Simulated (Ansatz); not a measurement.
# Bi2TeO3: the cost of one run

Method: DFT PBE, scalar-relativistic, plane waves, PAW, in Ansatz 0.2.0.

**1. The starting structure**

It takes space group P-4m2 (No. 115, tetragonal). Conventional cell: a = 3.805 Å, b = 3.805 Å, c = 8.383 Å, α = 90.00°, β = 90.00°, γ = 90.00°. Bi (site symmetry 2mm) has 7 O at 2.86 to 3.01 Å and 2 Te at 2.91 Å as nearest neighbours. Around Te (site symmetry -4m2) lie 4 O at 2.69 Å and 4 Bi at 2.91 Å. O (site symmetry -4m2) is surrounded by 4 Te at 2.69 Å and 4 Bi at 2.91 Å. O (site symmetry 2mm) is surrounded by 5 Bi at 2.86 to 3.01 Å.

As a file:

```cif
data_structure
_symmetry_space_group_name_H-M 'P-4m2'
_symmetry_Int_Tables_number 115
_cell_length_a 3.8054
_cell_length_b 3.8054
_cell_length_c 8.3835
_cell_angle_alpha 90.000
_cell_angle_beta 90.000
_cell_angle_gamma 90.000
_cell_volume 121.40
loop_
_atom_site_label
_atom_site_type_symbol
_atom_site_symmetry_multiplicity
_atom_site_Wyckoff_symbol
_atom_site_fract_x
_atom_site_fract_y
_atom_site_fract_z
_atom_site_occupancy
Bi1 Bi 2 g 0.00000 0.50000 0.73761 1
Te1 Te 1 a 0.00000 0.00000 0.00000 1
O1 O 1 b 0.50000 0.50000 0.00000 1
O2 O 2 g 0.00000 0.50000 0.37863 1
```

The cell is invented: species swapped into a database cell of Zr2CuSb3 (P-4m2, No. 115), with Bi on the Zr sites, Te on the Cu sites and O on the Sb sites. Its size is a rough estimate.

**2. Probe: one point on a coarse mesh**

input.yaml

```yaml
crystal:
  lattice:
    - [3.80544721, 0.0, 0.0]
    - [0.0, 3.80544721, 0.0]
    - [0.0, 0.0, 8.38347821]
  atoms:
    - { symbol: Bi, position: [0.0, 0.5, 0.73761201] }
    - { symbol: Bi, position: [0.5, 0.0, 0.26238799] }
    - { symbol: Te, position: [0.0, 0.0, 0.0] }
    - { symbol: O, position: [0.5, 0.5, 0.0] }
    - { symbol: O, position: [0.0, 0.5, 0.37862599] }
    - { symbol: O, position: [0.5, 0.0, 0.62137401] }
basis:
  ecutwfc: 420
kpoints:
  mp_grid: { grid: [4, 4, 2] }
hamiltonian:
  xc: pbe
scf:
  occupations: { method: gaussian, width: 0.1 }
  lower_state_search: "off"
output:
  forces: true
  stress: true
  eigenvalues: true
```

Run with:

```sh
$ ansatz run input.yaml --threads 1 --pin off --max-ram 2560MiB --backend cpu --events-out ev --progress --plain --runs-dir out
```

Q: Estimate wall time and peak memory on 1 thread of Arm Neoverse V2, shared host.

About 4.4 s, with a peak of 0.34 GiB.
